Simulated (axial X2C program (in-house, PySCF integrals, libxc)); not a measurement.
# PbRe⁺: from the state search to constants

Aim: find the lowest determinant of PbRe⁺, scan the bond at several levels and fit the constants, once spin-free and once with spin–orbit coupling.

Program: an in-house X2C program for linear molecules on PySCF integrals. Level of theory: all-electron X2C, Pb dyall-v2z, Re dyall-v2z. These are calculated values, not measurements.

## (1) Input

File task.json:

```json
{
 "zs": [
  82,
  75
 ],
 "q": 1,
 "bas": [
  "dyall-v2z",
  "dyall-v2z"
 ],
 "levels": [
  "PBE0",
  "HF",
  "BP86",
  "TPSS"
 ],
 "cc": false,
 "r0": 2.75,
 "npts": 10,
 "nst": 2,
 "ntry": 6
}
```

Keys: zs atomic numbers; q charge; bas basis sets; levels methods (HF also brings MP2); cc coupled cluster on or off; r0 starting distance in Å; npts points asked for on the curve; nst determinants followed; ntry starts of the search.

The run is started by

```sh
> python so2c.py task.json out
```

Spin-free means the one-electron spin-free X2C Hamiltonian; two-component (2c) means X2C with spin–orbit coupling and atomic mean-field two-electron Coulomb and Gaunt terms. Basis: Pb dyall-v2z contracted to [10s12p9d5f], Re dyall-v2z contracted to [11s12p9d6f]; Gaussian nuclei, density fitting. Masses: Pb 207.977 u, Re 186.956 u.

Notation: σ, π±, δ± give the projection m of an orbital's angular momentum (0, ±1, ±2), α and β its spin, Λ and M_S the sums; ω is the projection of a spinor's total angular momentum and Ω the sum. Logs are in hartree.

Further steps of the session: PBE0, spin-free; HF, spin-free; BP86, spin-free; TPSS, spin-free; PBE0, 2c; HF, 2c; BP86, 2c; TPSS, 2c.

What does the calculation give? Wanted: for each run, Hamiltonian; Re; ωe; De; μ.

**Answer**, as computed:

Lowest determinant that the search found at its distance (another Ω component may lie lower), spin-free: M_S = 2, Λ = 1 (beyond closed shells: σα, π+α, π+β, π-α, δ+α, δ-α).

Lowest determinant that the search found at its distance (another Ω component may lie lower), 2c: Ω = 3 (excess of +ω over −ω: ω = 1/2, ω = 5/2).

```
Hamiltonian  level  Re (Å)  ωe (cm⁻¹)  De (eV)  μ (D)
  spin-free   PBE0   2.772      128.4     2.23   0.78
  spin-free   BP86   2.733      146.9     2.56   0.08
  spin-free   TPSS   2.734      145.6     2.60   0.28
         2c   PBE0   2.820      109.2     1.85   1.17
         2c   BP86   2.762      131.3     2.10   0.46
         2c   TPSS   2.764      130.0     2.23   0.64
```

Dipoles are positive if Re is the positive end and refer to the centre of mass. No constants: spin-free HF (the lowest point is the long end of the scan); spin-free MP2 (the reference is strongly spin-contaminated); 2c HF (the lowest point is the long end of the scan); 2c MP2 (the lowest point is the long end of the scan).

What this shows: At PBE0, going from spin-free to two-component changes Re by +49 mÅ, ωe by -14.9 %, so spin–orbit coupling matters for this bond. It costs about 1.6 times the time. De moves by -0.38 eV; both De rest on single-determinant atoms, which can miss part of an open shell's spin–orbit lowering.

De refers to Pb+ + Re, the ground-state fragments, which need not be this curve's own limit. Each curve is one determinant whose occupation by symmetry is held fixed; it was picked as the lowest of a PBE0 search that is not exhaustive. Dissociation energies refer to the lowest single-determinant-based atoms at the same level and basis. Density functionals use the spin component along the axis (collinear). The meta-GGAs lack a current-density term, which matters for open shells with orbital currents, atoms included. With several unpaired electrons one determinant need not be a pure state. The spin-free determinant is spin-contaminated at some levels.
